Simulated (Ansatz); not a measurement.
# H7NSSi2: rigid torsion scan in Python

Wanted for H7NSSi2: a rigid torsion scan.

Program: Ansatz 0.2.0 through its Python package. Level of theory: r2SCAN0/def2-SVP. These are calculated values, not measurements.

### Step 1. Starting point

Bond lengths: N1–Si2 1.651 Å, Si2–Si3 2.309 Å, Si3–S4 2.063 Å, N1–H5 1.074 Å, N1–H6 1.031 Å, Si2–H7 1.467 Å, Si2–H8 1.527 Å, Si3–H9 1.554 Å, Si3–H10 1.493 Å, S4–H11 1.325 Å. Angles (14 of 16 angles, heavy atoms first): N1–Si2–Si3 113.6°, Si2–Si3–S4 112.7°, N1–Si2–H7 106.6°, N1–Si2–H8 106.7°, Si3–Si2–H7 110.4°, Si3–Si2–H8 112.0°, Si2–N1–H5 109.3°, Si2–N1–H6 112.9°, Si2–Si3–H9 111.1°, Si2–Si3–H10 111.9°, S4–Si3–H9 107.3°, S4–Si3–H10 107.4°, Si3–S4–H11 101.3°, H7–Si2–H8 107.0°.

The script holds or builds the structure itself.

### Step 2. The script

run_torsion.py reads:

```python
"""Energy of H7NSSi2 as one group turns about a bond."""

import ansatz as az
from ase import Atoms

atoms = Atoms(["N", "Si", "Si", "S", "H", "H", "H", "H", "H", "H", "H"], positions=[
    (-0.9868, 1.7689, 0.1091),
    (0.2417, 0.9494, -0.6295),
    (0.7576, -1.059, 0.3872),
    (-0.8742, -2.3107, 0.5494),
    (-1.2175, 2.6497, -0.4597),
    (-1.8908, 1.2781, 0.0472),
    (-0.1764, 0.7274, -2.0176),
    (1.4395, 1.8953, -0.669),
    (1.3128, -0.8339, 1.8215),
    (1.8194, -1.8021, -0.3543),
    (-0.36, -3.3202, 1.2364),
])

# start the scan from a relaxed geometry
first = az.Crystal.molecule_from_ase(atoms).calculation()
first = first.basis(gaussian="def2-SVP")
first = first.functional("r2scan0")
first = first.relax(force_tolerance=0.02, max_steps=80)
atoms.positions = first.run().report["positions_ang"]

start = atoms.get_dihedral(0, 1, 2, 3)
energies = {}
for turn in range(0, 360, 30):
    turned = atoms.copy()
    turned.set_dihedral(0, 1, 2, 3, start + turn, indices=[2, 3, 8, 9, 10])
    job = az.Crystal.molecule_from_ase(turned).calculation()
    job = job.basis(gaussian="def2-SVP").functional("r2scan0")
    energies[round((start + turn) % 360)] = job.run().report["free_energy_ev"]
floor = min(energies.values())
print("dihedral N0-Si1-Si2-S3 (deg)   E - E(min) (eV)")
for angle, e in sorted(energies.items()):
    print(f"{angle:8d} {(e - floor):14.3f}  " + "#" * int(30 * (e - floor) / max(max(energies.values()) - floor, 1e-9)))
```

### Step 3. The input behind the calls

The package turns the script's settings into the engine's input (first run):

```yaml
crystal:
  periodic: [false, false, false]
  atoms:
    - { symbol: "N", position_ang: [-0.9868, 1.7689, 0.1091] }
    - { symbol: Si, position_ang: [0.2417, 0.9494, -0.6295] }
    - { symbol: Si, position_ang: [0.7576, -1.059, 0.3872] }
    - { symbol: S, position_ang: [-0.8742, -2.3107, 0.5494] }
    - { symbol: H, position_ang: [-1.2175, 2.6497, -0.4597] }
    - { symbol: H, position_ang: [-1.8908, 1.2781, 0.0472] }
    - { symbol: H, position_ang: [-0.1764, 0.7274, -2.0176] }
    - { symbol: H, position_ang: [1.4395, 1.8953, -0.669] }
    - { symbol: H, position_ang: [1.3128, -0.8339, 1.8215] }
    - { symbol: H, position_ang: [1.8194, -1.8021, -0.3543] }
    - { symbol: H, position_ang: [-0.36, -3.3202, 1.2364] }
basis:
  gaussian:
    orbitals: def2-SVP
hamiltonian:
  xc: r2scan0
relax:
  f_tol: 0.02
  max_steps: 80
```

### Step 4. Launch

Command:

```bash
$ python run_torsion.py
```

**Question.** Where along the turn do the lowest and the highest point lie, and how far apart are they?

As calculated:

| quantity | value |
| --- | --- |
| runs compared | 12 |
| range of energy | 0.109 eV |
| lowest point, turn (°) | 0 |

In words: The lowest point is at 52° and the highest at 232°, 0.109 eV (10.5 kJ/mol) above it, with the rest of the molecule held. Run 0: The relaxation took 12 moves; the largest shift is 0.512 Å, of atom 6 (H). The scan is rigid and the energies are electronic, in a modest basis. With rigid groups the curve can differ much from the relaxed path, the start wasn't checked as a minimum of this torsion, and equivalent turns needn't return to the same energy.
